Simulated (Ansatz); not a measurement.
A nudged elastic band was laid between two geometries of a periodic cell of 15 atoms, Ga$_{7}$N$_{8}$ (host GaN, host structure P6_3mc, one Ga atom removed), cell charge -1.

These are results of DFT PBE, scalar-relativistic, plane waves, PAW (Ansatz), not measurements. Settings: PAW set soft_1, cutoff 420 eV, k mesh 2x2x2, fermi-dirac smearing 0.05 eV, no spin polarisation.

```
movable images  : 5
climbing image  : yes
spring          : 5.0 eV/Å²
optimiser       : fire
start path      : straight line
force threshold : 0.03 eV/Å
iteration limit : 57
end points      : relaxed
```

Image 0:

```xyz
15
Lattice="-3.1900 -5.5252 0.0000 4.7850 -2.7626 0.0000 0.0000 0.0000 5.1890" Properties=species:S:1:pos:R:3
Ga 1.565 -4.582 0.009
N 1.785 -4.709 1.894
N -0.023 -3.665 4.716
Ga -0.011 -1.841 -0.014
Ga 3.172 -3.675 2.599
N 0.049 -1.483 1.866
N 3.180 -3.663 4.533
Ga 3.200 -1.843 0.018
Ga 1.667 -0.958 2.667
N 3.173 -1.827 1.954
N 1.614 -0.927 4.559
Ga -1.598 -4.588 -0.014
Ga 1.583 -6.427 2.599
N -1.877 -4.819 1.866
N 1.576 -6.440 4.533
```

Image 6:

```xyz
15
Lattice="-3.1900 -5.5252 0.0000 4.7850 -2.7626 0.0000 0.0000 0.0000 5.1890" Properties=species:S:1:pos:R:3
Ga 1.599 -4.614 0.001
N 1.610 -4.602 1.934
N 0.270 -3.464 4.459
Ga -0.078 -1.797 0.067
Ga 3.176 -3.675 2.610
N -0.024 -1.828 1.962
N 3.200 -3.689 4.544
Ga 3.201 -1.841 0.001
Ga 1.602 -0.916 2.578
N 3.196 -1.856 1.934
N 1.540 -1.264 4.459
Ga -0.001 -3.693 2.578
Ga 1.621 -6.461 2.599
N -1.575 -4.616 2.115
N 1.398 -6.332 4.483
```

(1) Which bonds break or form, and what moves?

(2) Give the energies along the band, and the barrier.

(3) What is the geometry of the highest image?

## Answers

(1) Contacts lost: N11–Ga12, Ga12–N15. Contacts made: N2–Ga12, N6–Ga12. The atom that moves furthest is Ga12, by 3.17 Å.

(2) The run converged. The highest image is number 2 of 0 to 6, 2.68 eV above the ends, which have the same energy within 2 meV. Neighbouring images differ by up to 1.6 eV, so the band resolves the path poorly. By the program's own check the climbing image is a first-order saddle point (lowest curvatures found: -6.53 and 0.00 eV/Å²). Limits of this set-up: coarse k mesh, charged cell in a uniform background, uncorrected.

```tsv
image	path coordinate (Å)	energy (eV)	N11–Ga12 (Å)	Ga12–N15 (Å)	N2–Ga12 (Å)
0	0.00	0.00	1.96	1.96	3.55
1	0.75	1.12	2.25	2.24	3.29
2	1.50	2.68	2.91	2.89	2.67
3	2.06	1.86	3.40	3.39	2.21
4	2.63	1.12	3.91	3.89	1.97
5	3.21	0.81	3.93	3.87	1.93
6	3.78	0.00	3.44	3.54	1.96
```

(3) 
```xyz
15
Lattice="-3.1900 -5.5252 0.0000 4.7850 -2.7626 0.0000 0.0000 0.0000 5.1890" Properties=species:S:1:pos:R:3:forces:R:3
Ga 1.695 -4.591 -0.067 0.00 0.00 0.01
N 1.601 -4.692 1.862 0.01 0.00 0.00
N 0.110 -3.585 4.619 0.01 0.01 0.00
Ga 0.077 -1.696 -0.033 0.00 0.01 0.00
Ga 3.113 -3.733 2.535 0.00 0.00 0.00
N -0.098 -1.837 1.869 0.00 -0.01 0.00
N 3.249 -3.637 4.483 0.00 0.00 0.00
Ga 3.243 -1.805 0.002 0.00 0.00 0.00
Ga 1.504 -1.076 2.651 -0.01 0.00 -0.01
N 3.109 -1.867 1.940 0.00 0.00 0.00
N 1.667 -0.949 4.545 0.00 0.00 0.00
Ga -0.822 -4.108 0.894 -0.01 0.02 0.00
Ga 1.482 -6.423 2.648 0.00 -0.01 0.00
N -1.878 -4.795 2.134 -0.02 -0.02 -0.01
N 1.564 -6.389 4.550 0.01 0.00 0.01
```

Time of the run: 26 min on 1 thread of Arm Neoverse V1 (shared host), peak memory 0.76 GiB.
